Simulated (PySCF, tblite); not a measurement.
# CH₆Cl₂P₂Si: geometry, infrared bands and NMR shifts

What infrared bands and NMR shifts should CH₆Cl₂P₂Si (`P[Si](P)(Cl)CCl`) show?

Computed with tblite 0.8.0 and PySCF 2.14.0, with density-fitted response routines of our own, on a single molecule in the gas phase. Atoms are numbered from 0 throughout.

## (1) Starting geometry

12 atoms, charge 0, multiplicity 1; geometry from: force field or distance geometry start.

Bonds of the start (Å): P0–Si1 2.23, Si1–P2 2.20, Si1–Cl3 2.05, Si1–C4 1.84, C4–Cl5 1.79, P0–H6 1.41, P0–H7 1.42, P2–H8 1.41, P2–H9 1.43, C4–H10 1.10, C4–H11 1.09.

## (2) Geometry optimisation with GFN2-xTB

What the job is given:

```
{"job": {"kind": "relax", "xc": "GFN2-xTB", "basis": "xTB"}, "charge": 0, "multiplicity": 1}
P      2.163900     0.510300     0.238800
Si    -0.026500     0.113200     0.387800
P     -1.009000     1.122000    -1.305100
Cl    -0.699800     1.041400     2.092800
C     -0.407500    -1.683200     0.492700
Cl     0.143600    -2.535200    -0.978000
H      2.319600     0.071000    -1.096800
H      2.064000     1.887800    -0.092000
H     -0.793400     2.449800    -0.871900
H     -2.344400     1.052600    -0.807300
H     -1.484500    -1.865500     0.571300
H      0.075200    -2.164800     1.341800
```

On the command line:

```sh
$ OMP_NUM_THREADS=1 python probes_run.py task.json out
```

One launch serves the whole session: the jobs run in the order shown.

**Question.** This job is followed by: GFN2-xTB harmonic vibrations, gas phase; GIAO PBE0/pcSseg-1 NMR shielding, non-relativistic, gas phase. What will the session give for the following? strongest single infrared mode (GFN2-xTB); zero-point energy (GFN2-xTB); ¹³C shifts against TMS (PBE0/pcSseg-1); ¹H shifts against TMS (PBE0/pcSseg-1, means over atoms taken as alike); ³¹P shifts against H3PO4 (PBE0/pcSseg-1, means over atoms taken as alike); ²⁹Si shifts against TMS (PBE0/pcSseg-1); ³⁵Cl shifts against HCl (PBE0/pcSseg-1).

**Answer**, as computed:

```
                                                                 quantity                  value
                                strongest single infrared mode (GFN2-xTB)  2377 cm⁻¹, 128 km/mol
                                             zero-point energy (GFN2-xTB)          40.5 kcal/mol
                                   ¹³C shifts against TMS (PBE0/pcSseg-1)               38.6 ppm
   ¹H shifts against TMS (PBE0/pcSseg-1, means over atoms taken as alike)         3.12, 1.68 ppm
³¹P shifts against H3PO4 (PBE0/pcSseg-1, means over atoms taken as alike)             -259.5 ppm
                                  ²⁹Si shifts against TMS (PBE0/pcSseg-1)               41.9 ppm
                                  ³⁵Cl shifts against HCl (PBE0/pcSseg-1)             64, 31 ppm
```

What this shows: Over 60 steps the energy fell by 0.265 eV; of the close pairs, Si1–C4 changed most, 1.839 to 1.923 Å. The lowest mode is imaginary (25i cm⁻¹), so the xTB geometry is not a minimum. The strongest single mode, at 2377 cm⁻¹, moves mainly H6. Unscaled tight-binding wavenumbers are off by several per cent, some by more. Its intensities can rank the bands wrongly. The most deshielded hydrogen is H10, H11 (mean) (hydrogen on an sp3 CH2 bonded to Cl and Si), at 3.12 ppm: its carbon carries Cl, an electronegative neighbour. At PBE0/pcSseg-1: The largest span, 225 ppm, is at Cl5, where the paramagnetic term is -228 ppm.
